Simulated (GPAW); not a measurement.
# AgRh (P-6m2) in GPAW: settings compared, part 2 of 2

GPAW 26.7.0.

### Step 4. Optical spectrum, PBEsol

File run.py:

```python
from ase import Atoms
from ase.dft.bandgap import bandgap
from ase.io import write
from gpaw import GPAW, PW, setup_paths
from gpaw.response.df import DielectricFunction

setup_paths.insert(0, '.')

atoms = Atoms(['Ag', 'Rh'],
              cell=[[2.7775881998, 0.0, 0.0],
                    [-1.3887940999, 2.4054619423, 0.0],
                    [0.0, 0.0, 4.808602]],
              scaled_positions=[[0.0, 0.0, 0.5],
                                [0.6666666667, 0.3333333333, 0.0]],
              pbc=True)

calc = GPAW(mode=PW(500),
            xc='PBEsol',
            kpts={'size': (9, 9, 5), 'gamma': True},
            occupations={'name': 'fermi-dirac', 'width': 0.05},
            nbands=29,
            convergence={'density': 1e-06},
            maxiter=150,
            txt='gpaw.txt')
atoms.calc = calc
energy = atoms.get_potential_energy()
calc.write('gs.gpw')
write('result.traj', atoms)
print(f'Energy: {energy:.6f} eV')
print('Fermi level:', round(calc.get_fermi_level(), 4), 'eV')
print(f'Gap: {bandgap(calc)[0]:.4f} eV, direct: {bandgap(calc, direct=True)[0]:.4f} eV')

dense = calc.fixed_density(kpts={'size': (21, 21, 11), 'gamma': True},
                           nbands=42, convergence={'bands': 36, 'eigenstates': 1e-7},
                           update_fermi_level=True, txt='dense.txt')
dense.write('dense.gpw', mode='all')

df = DielectricFunction('dense.gpw', frequencies={'type': 'nonlinear', 'domega0': 0.05, 'omega2': 10},
                        eta=0.1, ecut=50, nbands=36, rate='eta', txt='df.txt')
for direction in ['x', 'z']:
    df.get_dielectric_function(xc='RPA', direction=direction, filename=f'df_{direction}.csv')
```

Potentials or basis: PAW data sets generated in the run's folder for this functional, pw.

On the command line:

```bash
> gpaw-setup -f PBEsol Ag Rh
> OMP_NUM_THREADS=1 python run.py
```

gpaw.txt:

```text
__  _  _
 | _ |_)|_||  |
 |__||  | ||/\| - 26.7.0

Input parameters:
  mode=PW(ecut=500.0),
  convergence={'density': 1e-06},
  kpts=MonkhorstPack(size=(9, 9, 5), gamma=True),
  maxiter=150,
  nbands=29,
  occupations=Occupations(name='fermi-dirac', width=0.05),
  xc=XC(name='PBEsol')

Diagonalizing LCAO Hamiltonian
Converting LCAO to pw mode

       Ag

           Rh

Atoms  # Å, Bohr magnetons
|   | symbol |        x |        y |        z |    initial magnetic moments |
|---|--------|----------|----------|----------|-----------------------------|
| 0 |     Ag | 0.000000 | 0.000000 | 2.404301 | ( 0.0000,  0.0000,  0.0000) |
| 1 |     Rh | 1.388794 | 0.801821 | 0.000000 | ( 0.0000,  0.0000,  0.0000) |

Unit cell  # Å
| periodic |         x |        y |        z |  lengths |     angles |
|----------|-----------|----------|----------|----------|------------|
|      yes |  2.777588 | 0.000000 | 0.000000 | 2.777588 |  90.000000 |
|      yes | -1.388794 | 2.405462 | 0.000000 | 2.777588 |  90.000000 |
|      yes |  0.000000 | 0.000000 | 4.808602 | 4.808602 | 120.000000 |

Number of symmetries: 12
Symmetry operations  # r_c * U_cc + t_c -> r_c
|    | kind |            matrix            |
|----|------|------------------------------|
|  0 |  σ   |  1, 1, 0,  0,-1, 0,  0, 0, 1 |
|  1 |  C2  |  1, 1, 0,  0,-1, 0,  0, 0,-1 |
|  2 |  E   |  1, 0, 0,  0, 1, 0,  0, 0, 1 |
|  3 |  σ   |  1, 0, 0,  0, 1, 0,  0, 0,-1 |
|  4 |  C3  |  0, 1, 0, -1,-1, 0,  0, 0, 1 |
|  5 |  S3  |  0, 1, 0, -1,-1, 0,  0, 0,-1 |
|  6 |  σ   |  0,-1, 0, -1, 0, 0,  0, 0, 1 |
|  7 |  C2  |  0,-1, 0, -1, 0, 0,  0, 0,-1 |
|  8 |  σ   | -1, 0, 0,  1, 1, 0,  0, 0, 1 |
|  9 |  C2  | -1, 0, 0,  1, 1, 0,  0, 0,-1 |
| 10 |  C3  | -1,-1, 0,  1, 0, 0,  0, 0, 1 |
| 11 |  S3  | -1,-1, 0,  1, 0, 0,  0, 0,-1 |

BZ-sampling:
  Number of BZ points: 405
  Number of IBZ points: 36

  Monkhorst-Pack size: [9, 9, 5]
  Monkhorst-Pack shift: [0, 0, 0]

K-points  # in reciprocal-cell coordinates
|     |                                coordinates |     weight |
|-----|--------------------------------------------|------------|
|   0 | (  0.00000000,   0.00000000,   0.00000000) | 0.00246914 |
|   1 | (  0.00000000,   0.00000000,   0.20000000) | 0.00493827 |
|   2 | (  0.00000000,   0.00000000,   0.40000000) | 0.00493827 |
|   3 | (  0.11111111,   0.00000000,   0.00000000) | 0.01481481 |
|   4 | (  0.11111111,   0.00000000,   0.20000000) | 0.02962963 |
|   5 | (  0.11111111,   0.00000000,   0.40000000) | 0.02962963 |
|   6 | (  0.22222222,  -0.11111111,   0.00000000) | 0.01481481 |
|   7 | (  0.22222222,  -0.11111111,   0.20000000) | 0.02962963 |
|   8 | (  0.22222222,  -0.11111111,   0.40000000) | 0.02962963 |
|   9 | (  0.22222222,   0.00000000,   0.00000000) | 0.01481481 |
| ... |                                            |            |
|  35 | (  0.44444444,   0.44444444,   0.40000000) | 0.02962963 |

Plane wave coefficients: 829
Cutoff: 500.0 eV

Spin-components: 1 (collinear spins)
Bands:           29
Projectors:      12
Spin-degeneracy: 2
Datatype:        complex128

Parallelization:
  kpt:    1
  domain: 1
  band:   1

Density:
  Valence electrons: 32.0
  Components: 1
  Grid points: [15 15 25]
  Charge: 0.0  # |e|

Potential:
  Grid points: [15 15 25]

species:
  Ag:
    name:    Silver
    Z:       47.0
    valence: 17
    core:    30
    charge:  0.0  # [|e|]
    compensation charges:
      type: gauss
      rc: 0.40  # [Å]
      lmax: 2
    cutoffs:
      filter: 2.35  # [Å]
      core: 2.19  # [Å]
    projectors
    | kind |    occ | energy [eV] | rcut [Å] |
    |------|--------|-------------|----------|
    |   5s |  1.000 |      -4.417 |    1.286 |
    |   4p |  6.000 |     -58.524 |    1.328 |
    |   5p |  0.000 |      -0.670 |    1.328 |
    |   4d | 10.000 |      -7.455 |    1.180 |
    |    s |        |      22.795 |    1.286 |
    |    d |        |      19.756 |    1.180 |

    Using partial waves for Ag as LCAO basis

  Rh:
    name:    Rhodium
    Z:       45.0
    valence: 15
    core:    30
    charge:  0.0  # [|e|]
    compensation charges:
      type: gauss
      rc: 0.38  # [Å]
      lmax: 2
    cutoffs:
      filter: 2.48  # [Å]
      core: 2.35  # [Å]
    projectors
    | kind |    occ | energy [eV] | rcut [Å] |
    |------|--------|-------------|----------|
    |   5s |  1.000 |      -4.322 |    1.270 |
    |   4p |  6.000 |     -50.387 |    1.381 |
    |   5p |  0.000 |      -0.797 |    1.381 |
    |   4d |  8.000 |      -5.955 |    1.244 |
    |    s |        |      22.889 |    1.270 |
    |    d |        |      21.257 |    1.244 |

    Using partial waves for Rh as LCAO basis

Reference energy: -274598.629023  # eV

eigensolver:
  PPCG
  Converge bands: occupied
  niter=2

density mixing:
  MSR1-Mixer
  Pratt-step length: 0.05
  Maximum mixing coefficient: 0.75
  Old densities: 10
  SVD Regularization: 0.005
  Good broyden scale: 1.0
  Trust region scale: 1.0
  Backstep threshold: 4.0
  History deletion threshold: 6.0
  Fourier metric: weight=20.0, sigma=0.015

occupation numbers:
  Fermi-Dirac:
    width: 0.0500  # eV

poisson solver:
  ecut: 4000.0  # eV

xc functional:
  name: PBEsol with 2 nearest neighbor stencil

convergence criteria:
- Maximum integral of absolute [dens]ity change: 1e-06 electrons / valence electron
- Maximum [total energy] change in last 3 cyles: 0.0005 eV / valence electron
- Maximum integral of absolute [eigenst]ate change: 4e-08 eV^2 / valence electron
maximum number of iterations: 150

SCF iterations
|iter     | |      energy | eigst |  dens |
|---------|-|-------------|-------|-------|
|iter:   1| |  -11.902822 | -0.22 |       |
|iter:   2| |  -11.671059 | -2.92 | -1.20 |
|iter:   3| |  -11.272431 | -2.14 | -1.25 |
|iter:   4| |  -11.021110 | -2.99 | -1.58 |
|iter:   5| |  -11.007616 | -3.76 | -2.02 |
|iter:   6| |  -11.005046 | -4.01 | -2.41 |
|iter:   7| |  -11.005306c| -5.14 | -2.95 |
|iter:   8| |  -11.005228c| -6.51 | -3.71 |
|iter:   9| |  -11.005236c| -7.66c| -4.29 |
|iter:  10| |  -11.005240c| -8.14c| -4.75 |
|iter:  11| |  -11.005239c| -8.76c| -5.44 |
|iter:  12| |  -11.005239c| -9.17c| -5.83 |
|iter:  13| |  -11.005240c| -9.99c| -6.81c|

Converged in 13 steps
Energy contributions relative to reference atoms: (reference = -274598.629023)

Energy contributions:
  Kinetic:         -12.696790
  Coulomb:           8.248592
  Zero:              0.070789
  External:          0.000000
  Xc:               -6.612666
  Entropy:          -0.030329
  Spinorbit:         0.000000
  ----------------------------
  Free energy:     -11.020404
  Extrapolated:    -11.005240

dipole moment: (-1.418004, -9.250566, -14.455427)  # |e|*Ang

Fermi level: 8.591
Eigenvalues  # (at kpt = [0.000, 0.000, 0.000])
| band index |      eig [eV] | occ [0-2] |
|------------|---------------|-----------|
|          0 |       -46.359 |     2.000 |
|        ... |               |           |
|          7 |         2.831 |     2.000 |
|          8 |         4.356 |     2.000 |
|          9 |         4.356 |     2.000 |
|         10 |         5.323 |     2.000 |
|         11 |         5.541 |     2.000 |
|         12 |         5.541 |     2.000 |
[... 8 lines left out ...]
|         21 |        27.549 |     0.000 |
|         22 |        30.188 |     0.000 |
|        ... |               |           |
|         28 |        33.388 |     0.000 |

No gap
No difference between direct/indirect transitions
# Writing to gs.gpw (mode='')
```

Run time: 4.6 min. Hardware: 1 thread of Arm Neoverse V1, shared host; peak memory 0.54 GiB.

Results:

| Quantity | Value |
| --- | --- |
| Free energy | -11.0204 eV |
| Band gap on the k mesh | none (metal or under the smearing width) |

Dielectric function (mean over the directions given):
```
energy (eV)  real part  imaginary part
       0.41    -148.86          155.01
       1.26     -27.60           32.16
       2.30      -9.48           13.29
       3.30      -6.30            9.39
       4.30      -4.50            5.66
       5.31      -2.91            4.27
       6.31      -1.84            2.73
       7.12      -0.89            2.29
       8.16      -0.06            1.94
       9.18       0.10            2.10
      10.16       0.07            2.14
      11.20      -0.03            1.95
      12.19       0.17            1.54
      13.00       0.32            1.56
      14.10       0.37            1.41
      15.13       0.35            1.45
      16.21       0.42            1.40
      17.36       0.30            1.33
      18.58       0.32            1.35
      19.87       0.21            1.07
```

Caveat: the intraband term hangs on this k mesh; the long-wavelength limit can be off by several per cent where d states take part; independent-particle spectra lack excitons.

### Step 5. Optical spectrum, PBE

run.py, as its differences from that of step 4:

```diff
@@ -3,6 +3,4 @@
 from ase.io import write
-from gpaw import GPAW, PW, setup_paths
+from gpaw import GPAW, PW
 from gpaw.response.df import DielectricFunction
-
-setup_paths.insert(0, '.')
 
@@ -17,3 +15,3 @@
 calc = GPAW(mode=PW(500),
-            xc='PBEsol',
+            xc='PBE',
             kpts={'size': (9, 9, 5), 'gamma': True},
```

Potentials or basis: GPAW PAW data sets (gpaw-data 1.2.1), pw.

On the command line:

```bash
> OMP_NUM_THREADS=1 python run.py
```

gpaw.txt:

```text
__  _  _
 | _ |_)|_||  |
 |__||  | ||/\| - 26.7.0

Input parameters:
  mode=PW(ecut=500.0),
  convergence={'density': 1e-06},
  kpts=MonkhorstPack(size=(9, 9, 5), gamma=True),
  maxiter=150,
  nbands=29,
  occupations=Occupations(name='fermi-dirac', width=0.05),
  xc=XC(name='PBE')

Diagonalizing LCAO Hamiltonian
Converting LCAO to pw mode

       Ag

           Rh

Atoms  # Å, Bohr magnetons
|   | symbol |        x |        y |        z |    initial magnetic moments |
|---|--------|----------|----------|----------|-----------------------------|
| 0 |     Ag | 0.000000 | 0.000000 | 2.404301 | ( 0.0000,  0.0000,  0.0000) |
| 1 |     Rh | 1.388794 | 0.801821 | 0.000000 | ( 0.0000,  0.0000,  0.0000) |

Unit cell  # Å
| periodic |         x |        y |        z |  lengths |     angles |
|----------|-----------|----------|----------|----------|------------|
|      yes |  2.777588 | 0.000000 | 0.000000 | 2.777588 |  90.000000 |
|      yes | -1.388794 | 2.405462 | 0.000000 | 2.777588 |  90.000000 |
|      yes |  0.000000 | 0.000000 | 4.808602 | 4.808602 | 120.000000 |

Number of symmetries: 12
Symmetry operations  # r_c * U_cc + t_c -> r_c
|    | kind |            matrix            |
|----|------|------------------------------|
|  0 |  σ   |  1, 1, 0,  0,-1, 0,  0, 0, 1 |
|  1 |  C2  |  1, 1, 0,  0,-1, 0,  0, 0,-1 |
|  2 |  E   |  1, 0, 0,  0, 1, 0,  0, 0, 1 |
|  3 |  σ   |  1, 0, 0,  0, 1, 0,  0, 0,-1 |
|  4 |  C3  |  0, 1, 0, -1,-1, 0,  0, 0, 1 |
|  5 |  S3  |  0, 1, 0, -1,-1, 0,  0, 0,-1 |
|  6 |  σ   |  0,-1, 0, -1, 0, 0,  0, 0, 1 |
|  7 |  C2  |  0,-1, 0, -1, 0, 0,  0, 0,-1 |
|  8 |  σ   | -1, 0, 0,  1, 1, 0,  0, 0, 1 |
|  9 |  C2  | -1, 0, 0,  1, 1, 0,  0, 0,-1 |
| 10 |  C3  | -1,-1, 0,  1, 0, 0,  0, 0, 1 |
| 11 |  S3  | -1,-1, 0,  1, 0, 0,  0, 0,-1 |

BZ-sampling:
  Number of BZ points: 405
  Number of IBZ points: 36

  Monkhorst-Pack size: [9, 9, 5]
  Monkhorst-Pack shift: [0, 0, 0]

K-points  # in reciprocal-cell coordinates
|     |                                coordinates |     weight |
|-----|--------------------------------------------|------------|
|   0 | (  0.00000000,   0.00000000,   0.00000000) | 0.00246914 |
|   1 | (  0.00000000,   0.00000000,   0.20000000) | 0.00493827 |
|   2 | (  0.00000000,   0.00000000,   0.40000000) | 0.00493827 |
|   3 | (  0.11111111,   0.00000000,   0.00000000) | 0.01481481 |
|   4 | (  0.11111111,   0.00000000,   0.20000000) | 0.02962963 |
|   5 | (  0.11111111,   0.00000000,   0.40000000) | 0.02962963 |
|   6 | (  0.22222222,  -0.11111111,   0.00000000) | 0.01481481 |
|   7 | (  0.22222222,  -0.11111111,   0.20000000) | 0.02962963 |
|   8 | (  0.22222222,  -0.11111111,   0.40000000) | 0.02962963 |
|   9 | (  0.22222222,   0.00000000,   0.00000000) | 0.01481481 |
| ... |                                            |            |
|  35 | (  0.44444444,   0.44444444,   0.40000000) | 0.02962963 |

Plane wave coefficients: 829
Cutoff: 500.0 eV

Spin-components: 1 (collinear spins)
Bands:           29
Projectors:      12
Spin-degeneracy: 2
Datatype:        complex128

Parallelization:
  kpt:    1
  domain: 1
  band:   1

Density:
  Valence electrons: 32.0
  Components: 1
  Grid points: [15 15 25]
  Charge: 0.0  # |e|

Potential:
  Grid points: [15 15 25]

species:
  Ag:
    name:    Silver
    Z:       47.0
    valence: 17
    core:    30
    charge:  0.0  # [|e|]
    compensation charges:
      type: gauss
      rc: 0.40  # [Å]
      lmax: 2
    cutoffs:
      filter: 2.35  # [Å]
      core: 2.19  # [Å]
    projectors
    | kind |    occ | energy [eV] | rcut [Å] |
    |------|--------|-------------|----------|
    |   5s |  1.000 |      -4.401 |    1.286 |
    |   4p |  6.000 |     -58.577 |    1.328 |
    |   5p |  0.000 |      -0.738 |    1.328 |
    |   4d | 10.000 |      -7.446 |    1.180 |
    |    s |        |      22.811 |    1.286 |
    |    d |        |      19.766 |    1.180 |

    Using partial waves for Ag as LCAO basis

  Rh:
    name:    Rhodium
    Z:       45.0
    valence: 15
    core:    30
    charge:  0.0  # [|e|]
    compensation charges:
      type: gauss
      rc: 0.38  # [Å]
      lmax: 2
    cutoffs:
      filter: 2.48  # [Å]
      core: 2.35  # [Å]
    projectors
    | kind |    occ | energy [eV] | rcut [Å] |
    |------|--------|-------------|----------|
    |   5s |  1.000 |      -4.297 |    1.270 |
    |   4p |  6.000 |     -50.429 |    1.381 |
    |   5p |  0.000 |      -0.852 |    1.381 |
    |   4d |  8.000 |      -5.942 |    1.244 |
    |    s |        |      22.915 |    1.270 |
    |    d |        |      21.270 |    1.244 |

    Using partial waves for Rh as LCAO basis

Reference energy: -274732.473354  # eV

eigensolver:
  PPCG
  Converge bands: occupied
  niter=2

density mixing:
  MSR1-Mixer
  Pratt-step length: 0.05
  Maximum mixing coefficient: 0.75
  Old densities: 10
  SVD Regularization: 0.005
  Good broyden scale: 1.0
  Trust region scale: 1.0
  Backstep threshold: 4.0
  History deletion threshold: 6.0
  Fourier metric: weight=20.0, sigma=0.015

occupation numbers:
  Fermi-Dirac:
    width: 0.0500  # eV

poisson solver:
  ecut: 4000.0  # eV

xc functional:
  name: PBE with 2 nearest neighbor stencil

convergence criteria:
- Maximum integral of absolute [dens]ity change: 1e-06 electrons / valence electron
- Maximum [total energy] change in last 3 cyles: 0.0005 eV / valence electron
- Maximum integral of absolute [eigenst]ate change: 4e-08 eV^2 / valence electron
maximum number of iterations: 150

SCF iterations
|iter     | |      energy | eigst |  dens |
|---------|-|-------------|-------|-------|
|iter:   1| |  -10.453953 | -0.24 |       |
|iter:   2| |  -10.245215 | -2.96 | -1.22 |
|iter:   3| |   -9.889843 | -2.21 | -1.28 |
|iter:   4| |   -9.664113 | -3.07 | -1.61 |
|iter:   5| |   -9.653852 | -3.75 | -2.07 |
|iter:   6| |   -9.652236c| -4.17 | -2.46 |
|iter:   7| |   -9.652383c| -5.09 | -2.96 |
|iter:   8| |   -9.652374c| -7.28 | -4.06 |
|iter:   9| |   -9.652385c| -8.20c| -4.41 |
|iter:  10| |   -9.652385c| -7.58c| -4.93 |
|iter:  11| |   -9.652385c| -8.62c| -5.60 |
|iter:  12| |   -9.652385c| -9.01c| -5.93 |
|iter:  13| |   -9.652385c| -9.92c| -6.81c|

Converged in 13 steps
Energy contributions relative to reference atoms: (reference = -274732.473354)

Energy contributions:
  Kinetic:          -6.422641
  Coulomb:           2.677367
  Zero:              0.062142
  External:          0.000000
  Xc:               -5.954452
  Entropy:          -0.029602
  Spinorbit:         0.000000
  ----------------------------
  Free energy:      -9.667186
  Extrapolated:     -9.652385

dipole moment: (-1.419503, -9.208314, -14.393849)  # |e|*Ang

Fermi level: 8.756
Eigenvalues  # (at kpt = [0.000, 0.000, 0.000])
| band index |      eig [eV] | occ [0-2] |
|------------|---------------|-----------|
|          0 |       -46.281 |     2.000 |
|        ... |               |           |
|          7 |         3.008 |     2.000 |
|          8 |         4.490 |     2.000 |
|          9 |         4.490 |     2.000 |
|         10 |         5.504 |     2.000 |
|         11 |         5.669 |     2.000 |
|         12 |         5.669 |     2.000 |
[... 8 lines left out ...]
|         21 |        27.768 |     0.000 |
|         22 |        30.437 |     0.000 |
|        ... |               |           |
|         28 |        33.605 |     0.000 |

No gap
No difference between direct/indirect transitions
# Writing to gs.gpw (mode='')
```

It took 4.4 min on 1 thread of Arm Neoverse V1, shared host; peak memory 0.53 GiB.

Results:

- Free energy: -9.6672 eV
- Band gap on the k mesh: none (metal or under the smearing width)

Dielectric function (mean over the directions given):
| energy (eV) | real part | imaginary part |
| --- | --- | --- |
| 0.41 | -142.53 | 150.83 |
| 0.77 | -38.57 | 63.75 |
| 1.26 | -27.10 | 32.01 |
| 1.77 | -14.56 | 22.98 |
| 2.30 | -9.30 | 12.99 |
| 2.79 | -5.33 | 13.99 |
| 3.17 | -7.25 | 10.27 |
| 3.69 | -4.44 | 8.58 |
| 4.16 | -5.20 | 6.26 |
| 4.65 | -3.83 | 5.11 |
| 5.16 | -2.83 | 4.01 |
| 5.68 | -2.67 | 3.53 |
| 6.07 | -2.03 | 2.87 |
| 6.55 | -1.40 | 2.44 |
| 7.04 | -0.96 | 2.20 |
| 7.55 | -0.43 | 2.24 |
| 8.07 | -0.37 | 1.88 |
| 8.43 | -0.10 | 2.14 |
| 8.89 | -0.01 | 1.96 |
| 9.47 | 0.26 | 2.03 |
| 9.96 | 0.08 | 2.08 |
| 10.46 | 0.02 | 1.92 |
| 10.88 | 0.03 | 1.98 |
| 11.31 | -0.03 | 1.88 |
| 11.85 | 0.10 | 1.51 |
| 12.30 | 0.21 | 1.49 |
| 12.77 | 0.38 | 1.42 |
| 13.36 | 0.38 | 1.45 |
| 13.72 | 0.39 | 1.52 |
| 14.22 | 0.43 | 1.40 |
| 14.73 | 0.36 | 1.45 |
| 15.26 | 0.36 | 1.42 |
| 15.80 | 0.38 | 1.31 |
| 16.36 | 0.39 | 1.38 |
| 16.78 | 0.45 | 1.31 |
| 17.36 | 0.34 | 1.35 |
| 17.96 | 0.38 | 1.27 |
| 18.58 | 0.36 | 1.32 |
| 19.22 | 0.20 | 1.24 |
| 19.87 | 0.21 | 1.07 |

Caveat: the intraband term hangs on this k mesh; the long-wavelength limit can be off by several per cent where d states take part; independent-particle spectra lack excitons.

### Step 6. The runs side by side

| level | potentials or basis | gap on the mesh (eV) |
| --- | --- | --- |
| LDA | the program's PAW data sets (release 1.2.1) made for this functional, pw | none |
| AM05 | PAW data sets generated in the run's folder for this functional, pw | none |
| PBEsol | PAW data sets generated in the run's folder for this functional, pw | none |
| PBE | GPAW PAW data sets (gpaw-data 1.2.1), pw | none |

Alike in all rows: task optical spectrum; no spin polarisation; cell as given; k mesh 9 × 9 × 5; cutoff (eV) 500; smearing fermi-dirac 0.05 eV.

Caveats: the intraband term hangs on this k mesh; the long-wavelength limit can be off by several per cent where d states take part; independent-particle spectra lack excitons.

Absolute energies hang on the potentials; compare differences alone.
